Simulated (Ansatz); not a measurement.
# C₆H₄Sn: small, medium and large basis sets

Aim: see how fast density functionals converge with the basis set for C₆H₄Sn.

Computed with Ansatz 0.2.0, Gaussian basis. Level: one geometry, several basis sets.

Plan: PBE0-D4/def2-SVP; ωB97M-V/def2-SVP; PBE0-D4/def2-QZVPP; ωB97M-V/def2-QZVPP; the functionals' def2-TZVPP values are taken from earlier runs.

### 1 Structure used throughout

An earlier PBE0-D4 in a triple-zeta def2 set relaxation fixed the geometry. Sn takes the def2 core potential; no spin-orbit term is included.

SMILES `C#[C][SnH]([C]#C)[C]#C`, 11 atoms, charge 0, spin multiplicity 1.

Atoms are counted from 1 here; the program's logs count them from 0.

Bond lengths: C1–C2 1.205 Å, C1–H8 1.066 Å, C2–Sn3 2.071 Å, Sn3–C4 2.071 Å, Sn3–C6 2.071 Å, Sn3–H9 1.694 Å, C4–C5 1.205 Å, C5–H10 1.066 Å, C6–C7 1.205 Å, C7–H11 1.066 Å. Angles: C2–C1–H8 179.6°, C1–C2–Sn3 178.8°, C2–Sn3–C4 108.4°, C2–Sn3–C6 108.4°, C2–Sn3–H9 110.5°, C4–Sn3–C6 108.4°, C4–Sn3–H9 110.5°, C6–Sn3–H9 110.5°, Sn3–C4–C5 178.9°, C4–C5–H10 179.6°, Sn3–C6–C7 178.9°, C6–C7–H11 179.6°.

### 2 PBE0-D4 in def2-SVP

Input file in.yaml:

```yaml
crystal:
  periodic: [false, false, false]
  atoms:
    - {symbol: C, position_ang: [0.228851, -2.827552, 1.263271]}
    - {symbol: C, position_ang: [0.110056, -1.652624, 1.022043]}
    - {symbol: Sn, position_ang: [-0.097238, 0.374233, 0.648769]}
    - {symbol: C, position_ang: [1.608849, 1.038203, -0.320213]}
    - {symbol: C, position_ang: [2.604841, 1.440257, -0.867122]}
    - {symbol: C, position_ang: [-1.714294, 0.644067, -0.617253]}
    - {symbol: C, position_ang: [-2.664865, 0.815823, -1.338136]}
    - {symbol: H, position_ang: [0.334297, -3.868279, 1.469753]}
    - {symbol: H, position_ang: [-0.327481, 1.224002, 2.095866]}
    - {symbol: H, position_ang: [3.485178, 1.791192, -1.355707]}
    - {symbol: H, position_ang: [-3.502794, 0.963778, -1.980671]}
basis:
  gaussian: {orbitals: def2-SVP}
hamiltonian: {xc: pbe0, dispersion: d4}
output: {orbitals: {seedname: orbitals}}
```

On the command line:

```
$ ansatz run in.yaml --threads 4 --pin off --events-out ev --progress --plain --max-ram 11315MiB
```

After this run come: ωB97M-V in def2-SVP; PBE0-D4 in def2-QZVPP; ωB97M-V in def2-QZVPP.

Before running them: what should the planned runs give, taken together? Wanted: PBE0-D4: double and triple zeta above quadruple; ωB97M-V: double and triple zeta above quadruple.

**Answer**, as computed:

| quantity | value |
| --- | --- |
| PBE0-D4: double and triple zeta above quadruple | 7.80, 0.39 eV |
| ωB97M-V: double and triple zeta above quadruple | 8.06, 0.35 eV |

What this shows: PBE0-D4 gains 7.41 eV from double to triple zeta, then 0.39 eV more. Total energies overstate the basis error of differences, where much of it tends to cancel. The LUMO of ωB97M-V is positive and keeps falling with the basis (1.77 to 1.25 eV): an unbound level that the basis holds in place.
